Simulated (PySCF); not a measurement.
# C8H10O: magnetic properties

Aim: compute the magnetic properties of C8H10O (`C[C@@H]1[C@@H]2CC=C[C@]12C=O`).

Computed with PySCF 2.14.0 and routines of our own; the level stands in each step. Atoms count from 0.

### 1 The system as given

19 atoms, charge 0, multiplicity 1; geometry from: GFN2-xTB.

### 2 Magnetic properties: GIAO HF/pcSseg-1

Job settings and geometry (Å):

```
{"job": {"kind": "mag", "xc": "HF", "basis": "pcSseg-1", "isotopologues": 0}, "charge": 0, "multiplicity": 1}
C      1.915357    -0.131673    -0.592723
C      0.998866     0.338895     0.502292
C     -0.133747    -0.463169     1.023145
C     -0.635064    -1.632490     0.199151
C     -1.135137    -0.997158    -1.068432
C     -1.043295     0.326424    -1.047328
C     -0.433878     0.811155     0.210168
C     -0.881371     2.046803     0.847393
O     -0.492586     2.464064     1.910531
H      2.638259    -0.835949    -0.183141
H      2.460504     0.710880    -1.012830
H      1.366825    -0.621079    -1.392592
H      1.489815     0.961923     1.242917
H     -0.323299    -0.463561     2.086475
H     -1.441364    -2.162101     0.712084
H      0.157870    -2.356408    -0.002888
H     -1.519668    -1.592989    -1.878398
H     -1.358017     1.001705    -1.823568
H     -1.639873     2.603978     0.260282
```

Level: GIAO HF/pcSseg-1 magnetisability, rotational g tensor and spin-rotation constants, non-relativistic, gas phase.

Started as:

```
$ OMP_NUM_THREADS=1 python excited_run.py task.json out
```

This one command runs all jobs of the session in turn.

Standard output:

```text
final grid: 154592 points
cycle   1  E = -383.3153294811  dE =  2.849e+00  |g| = 8.227e-01  |ddm| = 3.968e+00
cycle   2  E = -383.4309604553  dE = -1.156e-01  |g| = 6.303e-01  |ddm| = 1.255e+00
cycle   3  E = -383.5033554959  dE = -7.240e-02  |g| = 1.015e-01  |ddm| = 6.858e-01
cycle   4  E = -383.5073107117  dE = -3.955e-03  |g| = 2.619e-02  |ddm| = 1.754e-01
cycle   5  E = -383.5076011250  dE = -2.904e-04  |g| = 1.104e-02  |ddm| = 5.343e-02
cycle   6  E = -383.5076708178  dE = -6.969e-05  |g| = 5.145e-03  |ddm| = 2.903e-02
cycle   7  E = -383.5076900079  dE = -1.919e-05  |g| = 1.867e-03  |ddm| = 1.818e-02
cycle   8  E = -383.5076922365  dE = -2.229e-06  |g| = 5.370e-04  |ddm| = 6.398e-03
cycle   9  E = -383.5076924205  dE = -1.840e-07  |g| = 1.597e-04  |ddm| = 1.546e-03
cycle  10  E = -383.5076924344  dE = -1.391e-08  |g| = 5.925e-05  |ddm| = 3.342e-04
cycle  11  E = -383.5076924364  dE = -1.969e-09  |g| = 1.513e-05  |ddm| = 1.344e-04
cycle  12  E = -383.5076924365  dE = -1.580e-10  |g| = 6.090e-06  |ddm| = 4.174e-05
converged SCF energy = -383.5076924365

Magnetisability tensor (1e-30 J/T^2)
    -1423.31      -26.63      175.78
      -26.63    -1354.63        2.14
      175.78        2.14    -1341.36
isotropic -1373.10   principal values   -1565.18  -1353.74  -1200.39
isotropic susceptibility -82.690 1e-6 cm^3/mol

Inertial axes            a          b          c
rot. const./GHz      2.6123     1.4878     1.2657
chi total           -82.064    -83.103    -82.903
chi diamagnetic    -596.975   -916.882  -1063.121
chi paramagnetic    514.911    833.779    980.218
quadrupole/D A      -10.667      4.667      6.001
g nuclear            0.6179     0.5692     0.5707
g electronic        -0.6319    -0.5828    -0.5828
g total             -0.0140    -0.0135    -0.0121

Spin-rotation constants (kHz, H = +C I.J)
atom  isotope        aa         bb         cc
  9     1H       -0.238     -0.068     -0.089
 10     1H       -0.239     -0.115     -0.045
 11     1H       -0.119     -0.095     -0.129
 12     1H       -0.100     -0.067     -0.136
 13     1H       -0.215     -0.170      0.007
 14     1H       -0.279     -0.067     -0.039
 15     1H       -0.107     -0.074     -0.132
 16     1H        0.049     -0.089     -0.107
 17     1H       -0.257     -0.130      0.080
 18     1H       -0.183      0.027     -0.002
  0    13C*       0.312      0.182      0.134
  1    13C*       0.286      0.283      0.172
  2    13C*       0.283      0.247      0.235
  3    13C*       0.392      0.232      0.178
  4    13C*       0.777      0.404      0.497
  5    13C*       0.767      0.371      0.491
  6    13C*       0.263      0.323      0.229
  7    13C*       1.254      0.590      0.473
  8    17O*      -2.367     -0.613     -0.493
* in the singly substituted isotopologue
```

Run time: 17 s. Hardware: 1 thread of Arm Neoverse V2, shared host; peak memory 0.89 GiB.

In short:

```
              quantity                      value
       magnetisability           -1373·10⁻³⁰ J/T²
  molar susceptibility         -82.7·10⁻⁶ cm³/mol
rotational g (a, b, c)  -0.0140, -0.0135, -0.0121
```

### 3 Magnetic properties: GIAO LC-wPBE/3-21G in acetone

Settings changed since step 2:

```diff
@@ -1,2 +1,2 @@
-{"job": {"kind": "mag", "xc": "HF", "basis": "pcSseg-1", "isotopologues": 0}, "charge": 0, "multiplicity": 1}
+{"job": {"kind": "mag", "xc": "LC-wPBE", "basis": "3-21G", "solvent": "acetone"}, "charge": 0, "multiplicity": 1}
 C      1.915357    -0.131673    -0.592723
```

With the program's defaults for keys left out, this is: GIAO LC-wPBE/3-21G magnetisability, non-relativistic, IEF-PCM acetone.

Standard output:

```text
coarse grid: 15976 points
cycle   1  E = -383.4794176443  dE =  2.205e+00  |g| = 8.068e-01  |ddm| = 4.491e+00
cycle   2  E = -383.4359773283  dE =  4.344e-02  |g| = 1.054e+00  |ddm| = 1.878e+00
cycle   3  E = -383.6258111371  dE = -1.898e-01  |g| = 4.272e-02  |ddm| = 1.130e+00
cycle   4  E = -383.6267919161  dE = -9.808e-04  |g| = 2.355e-02  |ddm| = 1.265e-01
cycle   5  E = -383.6269591554  dE = -1.672e-04  |g| = 7.929e-03  |ddm| = 4.470e-02
cycle   6  E = -383.6269894450  dE = -3.029e-05  |g| = 2.354e-03  |ddm| = 2.354e-02
cycle   7  E = -383.6269923065  dE = -2.861e-06  |g| = 8.621e-04  |ddm| = 6.112e-03
final grid: 154592 points
cycle   8  E = -383.6587895279  dE = -6.433e-05  |g| = 4.912e-03  |ddm| = 2.954e-02
cycle   9  E = -383.6587936638  dE = -4.136e-06  |g| = 4.131e-03  |ddm| = 1.018e-02
cycle  10  E = -383.6587967547  dE = -3.091e-06  |g| = 8.324e-04  |ddm| = 5.307e-03
cycle  11  E = -383.6587969105  dE = -1.559e-07  |g| = 3.593e-04  |ddm| = 9.893e-04
cycle  12  E = -383.6587969462  dE = -3.570e-08  |g| = 6.789e-05  |ddm| = 7.584e-04
cycle  13  E = -383.6587969487  dE = -2.514e-09  |g| = 3.211e-05  |ddm| = 1.739e-04
cycle  14  E = -383.6587969495  dE = -7.408e-10  |g| = 1.007e-05  |ddm| = 1.308e-04
converged SCF energy = -383.6587969495

Magnetisability tensor (1e-30 J/T^2)
    -1447.38       -3.80      189.49
       -3.80    -1357.17       36.49
      189.49       36.49    -1296.63
isotropic -1367.06   principal values   -1578.48  -1358.73  -1163.97
isotropic susceptibility -82.326 1e-6 cm^3/mol

Inertial axes            a          b          c
rot. const./GHz      2.6123     1.4878     1.2657
chi total           -79.919    -84.176    -82.884
chi diamagnetic    -593.669   -911.893  -1058.309
chi paramagnetic    513.750    827.718    975.425
quadrupole/D A       -8.863      3.615      5.248
```

It took 15 s on 1 thread of Arm Neoverse V2, shared host; peak memory 0.6 GiB.

From this job:

```
            quantity               value
     magnetisability    -1367·10⁻³⁰ J/T²
molar susceptibility  -82.3·10⁻⁶ cm³/mol
```

### 4 Outcome

```
                                         quantity                      value
       magnetisability (step 2, GIAO HF/pcSseg-1)           -1373·10⁻³⁰ J/T²
  molar susceptibility (step 2, GIAO HF/pcSseg-1)         -82.7·10⁻⁶ cm³/mol
rotational g (a, b, c) (step 2, GIAO HF/pcSseg-1)  -0.0140, -0.0135, -0.0121
```

In words: The values above hold for this geometry and these levels alone. Vibrational averaging and real surroundings are missing from these values.
